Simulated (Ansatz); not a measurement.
# CH₅Ga: vertical ionisation energy

The task here is to estimate one member of a computed series from the others.

Method: unrestricted cation, the program's frozen cores in correlated methods; program: Ansatz 0.2.0, Gaussian basis.

Levels to be run: UKS PBE-D4/def2-TZVPP; UKS r2SCAN-D4/def2-TZVPP; UKS PBE0-D4/def2-TZVPP; UKS B3LYP-D4/def2-TZVPP; UKS wB97X-V/def2-TZVPP; UKS wB97M-V/def2-TZVPP; UKS B2PLYP/def2-TZVPP; UHF-CCSD(T)/def2-TZVPP; UHF-MP2/def2-QZVPP; extrapolation to the limit; then −ε(HOMO) from the neutral's earlier runs with LDA (SPW92), PBE-D4, revPBE-D4, BLYP-D4, r2SCAN-D4, B97M-V, PBE0-D4, B3LYP-D4, r2SCANh-D4, r2SCAN0-D4, HSE06-D4, BHLYP-D4, CAM-B3LYP-D4, LC-ωPBE, ωB97X-V, ωB97M-V.

## The relaxed structure

The geometry comes from an earlier relaxation with PBE0-D4 in a triple-zeta def2 set; it is a stationary point, not always the lowest conformer.

SMILES `[CH3][GaH2]`, 7 atoms, charge 0, spin multiplicity 1.

Atoms are counted from 1 here; the program's logs count them from 0.

Bond lengths: C1–Ga2 1.966 Å, C1–H3 1.096 Å, C1–H4 1.090 Å, C1–H5 1.092 Å, Ga2–H6 1.574 Å, Ga2–H7 1.574 Å. Angles: Ga2–C1–H3 108.8°, Ga2–C1–H4 112.4°, Ga2–C1–H5 111.3°, H3–C1–H4 107.8°, H3–C1–H5 107.0°, H4–C1–H5 109.3°, C1–Ga2–H6 120.1°, C1–Ga2–H7 121.1°, H6–Ga2–H7 118.8°.

Set-up of the first run:

in.yaml reads:

```yaml
crystal:
  periodic: [false, false, false]
  atoms:
    - {symbol: C, position_ang: [-0.632378, -0.455955, -0.459388]}
    - {symbol: Ga, position_ang: [0.757017, 0.507017, 0.544748]}
    - {symbol: H, position_ang: [-1.177788, 0.260311, -1.083584]}
    - {symbol: H, position_ang: [-0.216549, -1.220985, -1.115884]}
    - {symbol: H, position_ang: [-1.362089, -0.913736, 0.211667]}
    - {symbol: H, position_ang: [0.374269, 1.328327, 1.832383]}
    - {symbol: H, position_ang: [2.257528, 0.495011, 0.070058]}
basis:
  gaussian: {orbitals: def2-TZVPP}
total_charge: 1
magnetization: {spin_polarized: true, initial_magnetization: 1}
hamiltonian: {xc: pbe, dispersion: d4}
```

Among the steps run: Cation, UKS PBE-D4/def2-TZVPP; Cation, UKS r2SCAN-D4/def2-TZVPP; Cation, UKS PBE0-D4/def2-TZVPP; Cation, UKS B3LYP-D4/def2-TZVPP; Cation, UKS wB97X-V/def2-TZVPP; Cation, UKS wB97M-V/def2-TZVPP; Cation, UKS B2PLYP (frozen core)/def2-TZVPP; Cation, UHF-CCSD(T)/def2-TZVPP; Cation, UHF-MP2/def2-QZVPP.

One of the session's tables, all rows but one given; the rest of the session is left out.

It belongs to the step «Ionisation energies side by side». Orbital estimates, from the neutral's runs:

| functional | −ε(HOMO) (eV) |
| --- | --- |
| LDA (SPW92) | 6.95 |
| PBE-D4 | 6.82 |
| revPBE-D4 | 6.76 |
| BLYP-D4 | 6.69 |
| r2SCAN-D4 | 7.08 |
| B97M-V | 7.15 |
| PBE0-D4 | 8.03 |
| B3LYP-D4 | 7.82 |
| r2SCANh-D4 | 7.54 |
| r2SCAN0-D4 | 8.22 |
| HSE06-D4 | 7.63 |
| BHLYP-D4 | ? |
| CAM-B3LYP-D4 | 9.40 |
| LC-ωPBE | 10.79 |
| ωB97X-V | 10.40 |
| ωB97M-V | 10.25 |

Q: Estimate the row for BHLYP-D4 from the others.

Worked estimate for «−ε(HOMO) (eV)». Against the share of exact exchange, BLYP-D4 (0, 6.69), B3LYP-D4 (0.2, 7.82) give a slope of 5.65 per unit share; at 0.5 the line stands at 9.51.

As computed: −ε(HOMO) (eV): 9.16. In «−ε(HOMO) (eV)» the line misses by +0.35.

To keep in mind: The cation may have settled in a state other than its lowest; no search over hole states beyond the program's own was made.
